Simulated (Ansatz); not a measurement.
**Ga: an axial (c/a) deformation path**

This session takes Ga and sets out to follow an axial (c/a) deformation at fixed volume.

Computed with Ansatz 0.2.0 (DFT PBEsol, scalar-relativistic, plane waves, PAW, unless a step's input says otherwise).

## Step 1: The starting structure

Symmetry: Cmcm, No. 63, orthorhombic system. Conventional cell: a = 2.900 Å, b = 8.130 Å, c = 3.170 Å, α = 90.00°, β = 90.00°, γ = 90.00°. Ga (site symmetry m2m) is surrounded by 8 Ga at 2.68 to 2.90 Å.

Coordinates:

```
CELL_PARAMETERS angstrom
1.45000 -4.06500 0.00000
1.45000 4.06500 0.00000
0.00000 0.00000 3.17000
ATOMIC_POSITIONS crystal
Ga 0.86700 0.13300 0.25000
Ga 0.13300 0.86700 0.75000
```

The cell is taken as given, not relaxed at this level.

## Step 2: The reference cell

Reference values: F = -7486.3554 eV; pressure -1.89 GPa; largest force 0.198 eV/Å; gap on the mesh none (metal). It was computed beforehand with the settings of the runs below.

## Step 3: The scan: an axial (c/a) deformation path

At fixed volume and fractional coordinates, lengths along (0.000, 0.000, 1.000) are scaled against those across it; ρ is that ratio over its starting value.

## Step 4: ρ = 0.850

input.yaml

```yaml
crystal:
  lattice:
    - [1.5307174284, -4.2912871354, 0.0]
    - [1.5307174284, 4.2912871354, 0.0]
    - [0.0, 0.0, 2.8444952488]
  atoms:
    - { symbol: Ga, position: [0.867, 0.133, 0.25] }
    - { symbol: Ga, position: [0.133, 0.867, 0.75] }
basis:
  ecutwfc: 420
kpoints:
  mp_grid: { grid: [20, 20, 16] }
hamiltonian:
  xc: pbesol
scf:
  occupations: { method: gaussian, width: 0.15 }
output:
  forces: true
  stress: true
  eigenvalues: true
```

Run with:

```
> ansatz run input.yaml --threads 1 --pin off --max-ram 2560MiB --backend cpu --events-out ev --progress --plain --runs-dir out
```

## Step 5: At ρ = 1.200

input.yaml, as its differences from that of step 4:

```diff
@@ -2,5 +2,5 @@
   lattice:
-    - [1.5307174284, -4.2912871354, 0.0]
-    - [1.5307174284, 4.2912871354, 0.0]
-    - [0.0, 0.0, 2.8444952488]
+    - [1.3645022419, -3.8253114574, 0.0]
+    - [1.3645022419, 3.8253114574, 0.0]
+    - [0.0, 0.0, 3.5797010539]
   atoms:
@@ -20 +20,5 @@
   eigenvalues: true
+  write_density: true
+  write_potential: true
+  elf: true
+  volumetric_format: npy
```

## Step 6: ρ = 0.920

input.yaml, as its differences from that of step 5:

```diff
@@ -2,5 +2,5 @@
   lattice:
-    - [1.3645022419, -3.8253114574, 0.0]
-    - [1.3645022419, 3.8253114574, 0.0]
-    - [0.0, 0.0, 3.5797010539]
+    - [1.4908663979, -4.1795668328, 0.0]
+    - [1.4908663979, 4.1795668328, 0.0]
+    - [0.0, 0.0, 2.9985950089]
   atoms:
```

## Step 7: Point ρ = 1.100

input.yaml, as its differences from that of step 6:

```diff
@@ -2,5 +2,5 @@
   lattice:
-    - [1.4908663979, -4.1795668328, 0.0]
-    - [1.4908663979, 4.1795668328, 0.0]
-    - [0.0, 0.0, 2.9985950089]
+    - [1.4046574939, -3.9378846295, 0.0]
+    - [1.4046574939, 3.9378846295, 0.0]
+    - [0.0, 0.0, 3.3779590906]
   atoms:
```

## Step 8: ρ = 0.960

input.yaml

```yaml
crystal:
  lattice:
    - [1.4698654823, -4.120691852, 0.0]
    - [1.4698654823, 4.120691852, 0.0]
    - [0.0, 0.0, 3.0848928522]
  atoms:
    - { symbol: Ga, position: [0.867, 0.133, 0.25] }
    - { symbol: Ga, position: [0.133, 0.867, 0.75] }
basis:
  ecutwfc: 420
kpoints:
  mp_grid: { grid: [20, 20, 16] }
hamiltonian:
  xc: pbesol
scf:
  occupations: { method: gaussian, width: 0.15 }
output:
  forces: true
  stress: true
  eigenvalues: true
```

## Step 9: At ρ = 1.050

input.yaml, as its differences from that of step 8:

```diff
@@ -2,5 +2,5 @@
   lattice:
-    - [1.4698654823, -4.120691852, 0.0]
-    - [1.4698654823, 4.120691852, 0.0]
-    - [0.0, 0.0, 3.0848928522]
+    - [1.4266088129, -3.9994240168, 0.0]
+    - [1.4266088129, 3.9994240168, 0.0]
+    - [0.0, 0.0, 3.2748051266]
   atoms:
```

## Step 10: ρ = 0.800

input.yaml, as its differences from that of step 9:

```diff
@@ -2,5 +2,5 @@
   lattice:
-    - [1.4266088129, -3.9994240168, 0.0]
-    - [1.4266088129, 3.9994240168, 0.0]
-    - [0.0, 0.0, 3.2748051266]
+    - [1.5619651503, -4.3788885075, 0.0]
+    - [1.5619651503, 4.3788885075, 0.0]
+    - [0.0, 0.0, 2.731823187]
   atoms:
```

## Step 11: At ρ = 1.300

input.yaml, as its differences from that of step 10:

```diff
@@ -2,5 +2,5 @@
   lattice:
-    - [1.5619651503, -4.3788885075, 0.0]
-    - [1.5619651503, 4.3788885075, 0.0]
-    - [0.0, 0.0, 2.731823187]
+    - [1.3285774743, -3.7245982296, 0.0]
+    - [1.3285774743, 3.7245982296, 0.0]
+    - [0.0, 0.0, 3.7759088079]
   atoms:
```

(Steps that only read results are left out.)

Q: Predict the outcome of this session. Wanted: highest point.

As calculated:

```
     quantity                       value
highest point  51.8 meV/atom at ρ = 0.800
```

In words: The undisturbed cell is not the lowest point: the energy is 8.8 meV/atom lower at ρ = 1.100; the cell was taken as given and not relaxed at this level. No further minimum shows among the sampled points.
